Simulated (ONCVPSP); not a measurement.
# Ga: generating and testing an ONCV potential

Task: generate the file, and judge it by its errors in other configurations, its logarithmic derivatives, its ghosts and its cutoff.

The numbers are computed with ONCVPSP 4.0.1.1 (patched build) (LDA (Perdew-Wang 92), scalar-relativistic, spin-unpolarised reference atom).

### 1 Starting point

Typed settings, in words:

* element: gallium (Ga, Z = 31)
* type: optimised norm-conserving Vanderbilt (ONCV)
* frozen core: [Ar] 3d10
* valence charge: 3
* reference configuration: 4s1 4p2
* partial waves: 4s: rc 1.55 bohr, ncon 4, nbas 8, qcut 4.5 1/bohr, 1 projector; 4p: rc 1.75 bohr, ncon 4, nbas 8, qcut 5.3 1/bohr, 3 projectors, debl 1.1 Ha
* local potential: polynomial inside 1.50 bohr (lpopt 4, dvloc0 6 Ha)
* core correction: Teter function, fcfact 3, rcfact 1.6

The outer shells as boxes (Hund's rule for the drawing; the calculation is spin-unpolarised):

```
[Ar] core
3d [↑↓][↑↓][↑↓][↑↓][↑↓]
4s [↑ ]
4p [↑ ][↑ ][  ]
```

### 2 Generating the potential

Input file Ga.dat:

```
# ATOM AND REFERENCE CONFIGURATION
# atsym  z   nc   nv     iexc    psfile
  Ga 31.00    6    2  -001012      upf
#
#   n    l    f
    1    0    2.00
    2    0    2.00
    2    1    6.00
    3    0    2.00
    3    1    6.00
    3    2   10.00
    4    0    1.00
    4    1    2.00
#
# PSEUDOPOTENTIAL AND OPTIMIZATION
# lmax
    1
#
#   l,   rc,      ep,       ncon, nbas, qcut
    0    1.55    0.00    4    8    4.50
    1    1.75    0.00    4    8    5.30
#
# LOCAL POTENTIAL
# lloc, lpopt,  rc(5),   dvloc0
    4    4    1.50    6.00
#
# VANDERBILT-KLEINMAN-BYLANDER PROJECTORs
# l, nproj, debl
    0    1    3.40
    1    3    1.10
#
# MODEL CORE CHARGE
# icmod, fcfact, rcfact
    3    3.00    1.60
#
# LOG DERIVATIVE ANALYSIS
# epsh1, epsh2, depsh
   -2.00    5.00    0.02
#
# OUTPUT GRID
# rlmax, drl
    6.00    0.01
#
# TEST CONFIGURATIONS
# ncnf
    4
# nvcnf
#   n    l    f
    2
    4    0    2.00
    4    1    1.00
#
    2
    4    0    2.00
    4    1    0.00
#
    2
    4    0    1.00
    4    1    0.00
#
    2
    4    0    2.00
    4    1    0.50
#
```

Command:

```
$ oncvpsp.x < Ga.dat > Ga.out
```

What does the calculation give? Wanted: cutoffs for 1 and 0.1 mHa per electron, occupied waves; bound ghosts; GHOST(+) flags; largest test error; largest phase difference near zero energy, channels read; rms error of d²Exc/dn², without and with the model core.

**Answer**, as computed:

| quantity | value |
| --- | --- |
| cutoffs for 1 and 0.1 mHa per electron, occupied waves | 7.6 Ha and 36 Ha |
| bound ghosts | p at -81.77 eV |
| GHOST(+) flags | none at low energy |
| largest test error (AE − PS) | -169 meV, for 4s1 4p0 |
| largest phase difference near zero energy, channels read | 0.011 rad |
| rms error of d²Exc/dn², without and with the model core | 12.32 and 1.61 mHa |

It has a bound ghost (p), a state that the atom doesn't have, and that rules the file out. By total energies transferability is poor: the largest error is 169 meV on 20.8 eV, for 4s1 4p0. The potential is soft on the atom at that tolerance: the looser tolerance needs 7.6 Ha. The tighter tolerance needs 36 Ha, and converged work needs a cutoff nearer that. At the looser tolerance the 4s wave is the slowest; 4p needs 6 Ha. Near zero energy the phases of the channels with partial waves agree within 0.011 rad.
